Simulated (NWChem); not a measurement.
**A workflow on the pair C2H5F···SiH4**

Wanted: a single-point energy (singlet C2H9FSi, revPBE-D3(BJ)/pcseg-1), then the energy (singlet C2H5F, revPBE-D3(BJ)/pcseg-1), then the energy (singlet SiH4, revPBE-D3(BJ)/pcseg-1), then the energy (singlet C2H5F, revPBE-D3(BJ)/pcseg-1), then the energy (singlet SiH4, revPBE-D3(BJ)/pcseg-1) of C2H9FSi and its partners. 

Program for the calculation: NWChem 7.3.0.

## (1) The structure to begin with

The species is C2H9FSi (13 atoms), meant as a singlet with charge 0. The two molecules were placed rigidly side by side, at 1.3 times their contact distance; the pair isn't optimised.

Bond lengths: C1–C2 1.504 Å, C2–F3 1.386 Å, C1–H4 1.093 Å, C1–H5 1.092 Å, C1–H6 1.091 Å, C2–H7 1.094 Å, C2–H8 1.094 Å, Si9–H10 1.485 Å, Si9–H11 1.485 Å, Si9–H12 1.485 Å, Si9–H13 1.485 Å. Some angles: C1–C2–F3 110.1°, C1–C2–H7 111.6°, C1–C2–H8 111.6°, F3–C2–H7 107.4°, F3–C2–H8 107.4°, C2–C1–H4 109.9°, C2–C1–H5 110.8°, C2–C1–H6 110.8°, H7–C2–H8 108.6°, H4–C1–H5 108.4°.

## (2) A single-point energy at revPBE-D3(BJ)/pcseg-1 (run 1)

File c2h9fsi.nw:

```
start c2h9fsi
title "C2H9FSi"
memory stack 880 mb heap 220 mb global 1100 mb

geometry units atomic noautosym nocenter noautoz
   C   -0.83754552   1.08479728  -0.48683124
   C    0.69332162  -1.11862338   0.44877216
   F    3.12143072  -0.33873341   1.04590672
   H   -2.75032630   0.46213252  -0.95548332
   H    0.01339816   1.90040308  -2.17966680
   H   -0.96718073   2.55141373   0.95767541
   H    0.85508217  -2.59714510  -0.98800551
   H   -0.12814233  -1.94424472   2.15765149
   Si   6.43415841   6.89836963   5.19948695
   H    8.83439404   5.98542404   4.06984646
   H    6.59418041   6.73133674   7.99543123
   H    4.30817872   5.31113197   4.28784527
   H    6.00074972   9.56564246   4.44524056
end

basis spherical bse
   * library pcseg-1
end

dft
   xc revpbe cpbe96
   mult 1
   disp vdw 4
   grid fine
   convergence energy 1e-08
   iterations 100
   mulliken
   print low
end

task dft
```

Launch:

```
$ nwchem c2h9fsi.nw > c2h9fsi.out
```

Standard output, cut to the lines that bear on the results:

```text
[...]
 d= 0,ls=0.0,diis     1   -470.7220041114 -6.17D+02  1.08D-02  5.39D-01     2.2
[...]
 d= 0,ls=0.0,diis    10   -470.7830230312 -1.08D-09  1.31D-07  3.36D-10    18.1
         Total DFT energy =     -470.783023031176
      One electron energy =     -939.548058987883
           Coulomb energy =      367.691332386165
    Exchange-Corr. energy =      -45.416097873823
 Nuclear repulsion energy =      146.504733789825
    Dispersion correction =       -0.014932345460
[...]
      Total Density - Mulliken Population Analysis
     ---------------------------------------------
    Atom       Charge   Shell Charges
 -----------   ------   -------------------------------------------------------
    1 C    6     6.27   1.99  0.74  0.41  2.18  0.92  0.03
    2 C    6     5.85   1.99  0.76  0.36  2.06  0.61  0.07
    3 F    9     9.33   2.00  0.95  1.00  3.42  1.96  0.01
    4 H    1     0.91   0.77  0.12  0.02
    5 H    1     0.90   0.77  0.11  0.02
    6 H    1     0.89   0.77  0.10  0.02
    7 H    1     0.92   0.79  0.11  0.02
    8 H    1     0.92   0.79  0.11  0.02
    9 Si  14    13.76   2.00  1.99  0.99  0.36  5.98  2.14  0.20  0.10
   10 H    1     1.06   0.76  0.29  0.01
[...]
```

Run time: 19 s. Hardware: 1 thread of Intel Xeon Platinum 8559C (Emerald Rapids), shared host; peak memory 0.13 GiB.

## (3) C2H5F: the energy at revPBE-D3(BJ)/pcseg-1 (run 2)

File m1.nw:

```
START m1
memory 2200 mb
charge 0

GEOMETRY noautosym nocenter noautoz
  C    -0.443210    0.574050   -0.257620
  C     0.366890   -0.591950    0.237480
  F     1.651790   -0.179250    0.553470
  H    -1.455410    0.244550   -0.505620
  H     0.007090    1.005650   -1.153430
  H    -0.511810    1.350150    0.506780
  H     0.452490   -1.374350   -0.522830
  H    -0.067810   -1.028850    1.141780
END

BASIS spherical bse
  * library pcseg-1
END

DFT
  xc revpbe cpbe96
  disp vdw 4
  grid fine
  convergence energy 1e-08
  iterations 100
  mulliken
  noprint "final vectors analysis"
END

TASK dft
```

Launch:

```
$ nwchem m1.nw > m1.out
```

Standard output, cut to the lines that bear on the results:

```text
[...]
          Wavefunction type:  closed shell.
          No. of atoms     :     8
          No. of electrons :    26
[...]
          Charge           :     0
          Spin multiplicity:     1
[...]
          AO basis - number of functions:    67
[...]
              XC Information
              --------------
                        RevPBE Exchange Functional  1.000
            Perdew 1991 LDA Correlation Functional  1.000 local
           PerdewBurkeErnz. Correlation Functional  1.000 non-local
[...]
 d= 0,ls=0.0,diis     1   -178.9230509559 -2.58D+02  1.57D-02  4.73D-01     0.9
[...]
 d= 0,ls=0.0,diis    10   -178.9737954763 -9.92D-11  1.16D-07  1.70D-10     7.2
         Total DFT energy =     -178.973795476330
      One electron energy =     -402.170345213033
           Coulomb energy =      166.910981813680
    Exchange-Corr. energy =      -23.120820139479
 Nuclear repulsion energy =       79.415974294336
    Dispersion correction =       -0.009586231833
[...]
      Total Density - Mulliken Population Analysis
     ---------------------------------------------
    Atom       Charge   Shell Charges
 -----------   ------   -------------------------------------------------------
    1 C    6     6.27   1.99  0.74  0.40  2.18  0.92  0.03
    2 C    6     5.85   1.99  0.76  0.36  2.06  0.61  0.07
    3 F    9     9.34   2.00  0.95  1.00  3.42  1.96  0.01
    4 H    1     0.91   0.77  0.12  0.02
    5 H    1     0.90   0.77  0.11  0.02
    6 H    1     0.90   0.77  0.11  0.02
    7 H    1     0.92   0.79  0.11  0.02
    8 H    1     0.92   0.79  0.11  0.02
[...]
```

Wall time 7.8 s (1 thread of Intel Xeon Platinum 8559C (Emerald Rapids), shared host); peak memory 0.12 GiB.

## (4) SiH4: the energy at revPBE-D3(BJ)/pcseg-1 (run 3)

File h4si.nw:

```
start h4si
memory stack 880 mb heap 220 mb global 1100 mb

geometry units angstroms noautosym nocenter noautoz
Si     3.404810     3.650460     2.751450
H      4.674960     3.167350     2.153670
H      3.489490     3.562070     4.231000
H      2.279790     2.810530     2.269030
H      3.175460     5.061920     2.352320
end

basis spherical bse
* library pcseg-1
end

dft
xc revpbe cpbe96
disp vdw 4
grid fine
convergence energy 1e-08
iterations 100
mulliken
print low
end

task dft energy
```

Launch:

```
$ nwchem h4si.nw > h4si.out
```

Standard output, cut to the lines that bear on the results:

```text
[...]
 d= 0,ls=0.0,diis     1   -291.7979751215 -3.13D+02  9.54D-03  6.60D-02     0.4
[...]
 d= 0,ls=0.0,diis     7   -291.8080983045 -4.77D-12  6.96D-09  3.46D-14     1.9
         Total DFT energy =     -291.808098304451
      One electron energy =     -445.657590393647
           Coulomb energy =      154.879844049678
    Exchange-Corr. energy =      -22.296199011196
 Nuclear repulsion energy =       21.270630220304
    Dispersion correction =       -0.004783169590
[...]
      Total Density - Mulliken Population Analysis
     ---------------------------------------------
    Atom       Charge   Shell Charges
 -----------   ------   -------------------------------------------------------
    1 Si  14    13.76   2.00  1.99  0.99  0.36  5.98  2.14  0.19  0.10
    2 H    1     1.06   0.76  0.29  0.01
    3 H    1     1.06   0.76  0.29  0.01
    4 H    1     1.06   0.76  0.29  0.01
    5 H    1     1.06   0.76  0.29  0.01
[...]
```

Wall time 2.4 s (1 thread of Intel Xeon Platinum 8559C (Emerald Rapids), shared host); peak memory 0.12 GiB.

## (5) C2H5F among ghost functions: a single-point energy at revPBE-D3(BJ)/pcseg-1 (with ghost functions) (run 4)

File c2h5f.nw:

```
start c2h5f
title "C2H5F revPBE"
memory total 2200 mb

geometry units au noautosym nocenter noautoz
  C     -0.83754552     1.08479728    -0.48683124
  C      0.69332162    -1.11862338     0.44877216
  F      3.12143072    -0.33873341     1.04590672
  H     -2.75032630     0.46213252    -0.95548332
  H      0.01339816     1.90040308    -2.17966680
  H     -0.96718073     2.55141373     0.95767541
  H      0.85508217    -2.59714510    -0.98800551
  H     -0.12814233    -1.94424472     2.15765149
  bqSi     6.434158     6.898370     5.199487
  bqH      8.834394     5.985424     4.069846
  bqH      6.594180     6.731337     7.995431
  bqH      4.308179     5.311132     4.287845
  bqH      6.000750     9.565642     4.445241
end

basis "ao basis" spherical bse
  C library pcseg-1
  F library pcseg-1
  H library pcseg-1
  bqSi library Si pcseg-1
  bqH library H pcseg-1
end

dft
  xc revpbe cpbe96
  mult 1
  disp vdw 4
  grid fine
  convergence energy 1e-08
  maxiter 100
  mulliken
  print low
end

task dft energy
```

Launch:

```
$ nwchem c2h5f.nw > c2h5f.out
```

Standard output, cut to the lines that bear on the results:

```text
[...]
 d= 0,ls=0.0,diis     1   -178.9233984184 -2.58D+02  1.01D-02  4.73D-01     2.0
[...]
 d= 0,ls=0.0,diis    10   -178.9742262450 -1.00D-10  6.98D-08  1.42D-10    16.8
         Total DFT energy =     -178.974226245003
      One electron energy =     -402.159874826153
           Coulomb energy =      166.898943871093
    Exchange-Corr. energy =      -23.119677584297
 Nuclear repulsion energy =       79.415968525760
    Dispersion correction =       -0.009586231407
[...]
      Total Density - Mulliken Population Analysis
     ---------------------------------------------
    Atom       Charge   Shell Charges
 -----------   ------   -------------------------------------------------------
    1 C    6     6.27   1.99  0.74  0.41  2.18  0.92  0.03
    2 C    6     5.85   1.99  0.76  0.36  2.06  0.61  0.07
    3 F    9     9.33   2.00  0.95  1.00  3.42  1.96  0.01
    4 H    1     0.91   0.77  0.12  0.02
    5 H    1     0.90   0.77  0.11  0.02
    6 H    1     0.89   0.77  0.10  0.02
    7 H    1     0.92   0.79  0.11  0.02
    8 H    1     0.92   0.79  0.11  0.02
    9 X    0    -0.00  -0.00 -0.00  0.00 -0.00 -0.00 -0.00  0.00 -0.00
   10 X    0    -0.00   0.00 -0.00 -0.00
[...]
```

Run time: 17 s. Hardware: 1 thread of Intel Xeon Platinum 8559C (Emerald Rapids), shared host; peak memory 0.13 GiB.

## (6) SiH4 among ghost functions: a single-point energy at revPBE-D3(BJ)/pcseg-1 (with ghost functions) (run 5)

File input.nw:

```
start input
title "H4Si"
memory stack 880 mb heap 220 mb global 1100 mb
charge 0
geometry units angstrom noautosym nocenter noautoz
Si       3.404810       3.650460       2.751450
H        4.674960       3.167350       2.153670
H        3.489490       3.562070       4.231000
H        2.279790       2.810530       2.269030
H        3.175460       5.061920       2.352320
bqC     -0.443210     0.574050    -0.257620
bqC      0.366890    -0.591950     0.237480
bqF      1.651790    -0.179250     0.553470
bqH     -1.455410     0.244550    -0.505620
bqH      0.007090     1.005650    -1.153430
bqH     -0.511810     1.350150     0.506780
bqH      0.452490    -1.374350    -0.522830
bqH     -0.067810    -1.028850     1.141780
end
basis spherical bse
Si library pcseg-1
H library pcseg-1
bqC library C pcseg-1
bqF library F pcseg-1
bqH library H pcseg-1
end
dft
xc revpbe cpbe96
disp vdw 4
grid fine
convergence energy 1e-08
maxiter 100
mulliken
noprint "final vectors analysis"
end
task dft energy
```

Launch:

```
$ nwchem input.nw > input.out
```

Standard output, cut to the lines that bear on the results:

```text
[...]
          Wavefunction type:  closed shell.
          No. of atoms     :    13
          No. of electrons :    18
[...]
          Charge           :     0
          Spin multiplicity:     1
[...]
          AO basis - number of functions:   105
[...]
              XC Information
              --------------
                        RevPBE Exchange Functional  1.000
            Perdew 1991 LDA Correlation Functional  1.000 local
           PerdewBurkeErnz. Correlation Functional  1.000 non-local
[...]
 d= 0,ls=0.0,diis     1   -291.7979784127 -3.13D+02  3.46D-03  6.62D-02     1.7
[...]
 d= 0,ls=0.0,diis     7   -291.8081045766 -5.00D-12  1.56D-08  1.61D-12    10.4
         Total DFT energy =     -291.808104576602
      One electron energy =     -445.656947472741
           Coulomb energy =      154.879124814158
    Exchange-Corr. energy =      -22.296128968733
 Nuclear repulsion energy =       21.270630220304
    Dispersion correction =       -0.004783169590
[...]
      Total Density - Mulliken Population Analysis
     ---------------------------------------------
    Atom       Charge   Shell Charges
 -----------   ------   -------------------------------------------------------
    1 Si  14    13.76   2.00  1.99  0.99  0.36  5.98  2.14  0.19  0.10
    2 H    1     1.06   0.76  0.29  0.01
    3 H    1     1.06   0.76  0.29  0.01
    4 H    1     1.06   0.76  0.29  0.01
    5 H    1     1.06   0.76  0.29  0.01
    6 X    0    -0.00   0.00  0.00 -0.00  0.00 -0.00  0.00
    7 X    0     0.00  -0.00 -0.00 -0.00 -0.00  0.00  0.00
    8 X    0    -0.00   0.00  0.00 -0.00  0.00 -0.00 -0.00
    9 X    0    -0.00   0.00 -0.00 -0.00
   10 X    0     0.00  -0.00  0.00  0.00
[...]
```

Run time: 11 s. Hardware: 1 thread of Intel Xeon Platinum 8559C (Emerald Rapids), shared host; peak memory 0.13 GiB.

## (7) Outcome

```
                                                                                                                 quantity          value
                                                                               run 1, revPBE-D3(BJ)/pcseg-1: total energy  -470.78302 Eh
                                                                          run 1, revPBE-D3(BJ)/pcseg-1: dispersion energy  -39.20 kJ/mol
                                                                                                      C2H5F: total energy  -178.97380 Eh
                                                                                                     C2H5F: dipole moment         1.80 D
                                                                                                 C2H5F: dispersion energy  -25.17 kJ/mol
                                                                                                       SiH4: total energy  -291.80810 Eh
                                                                                                  SiH4: dispersion energy  -12.56 kJ/mol
                                                                                C2H5F among ghost functions: total energy  -178.97423 Eh
                                                                           C2H5F among ghost functions: dispersion energy  -25.17 kJ/mol
                                                                                 SiH4 among ghost functions: total energy  -291.80810 Eh
                                                                                SiH4 among ghost functions: dipole moment         0.00 D
                                                                            SiH4 among ghost functions: dispersion energy  -12.56 kJ/mol
              interaction energy of the rigid parts C2H5F and SiH4 (parts in their own basis; closest atoms 3.50 Å apart)      -0.031 eV
interaction energy of the rigid parts C2H5F and SiH4 (parts in the whole basis, counterpoise; closest atoms 3.50 Å apart)      -0.019 eV
```

**Reading.** The interaction energy of the rigid parts C2H5F and SiH4 (parts in their own basis; closest atoms 3.50 Å apart) is −0.03 eV (−0.7 kcal/mol): the parts attract. Without counterpoise this holds the superposition error of the basis. The interaction energy of the rigid parts C2H5F and SiH4 (parts in the whole basis, counterpoise; closest atoms 3.50 Å apart) is −0.02 eV (−1.8 kJ/mol). The basis-set superposition error is 1.1 kJ/mol. Mulliken charges (run 1, revPBE-D3(BJ)/pcseg-1) run from -0.33 on F3 to +0.24 on Si9; they depend strongly on the basis. Mulliken charges (SiH4) run from -0.06 on H2 to +0.24 on Si1.
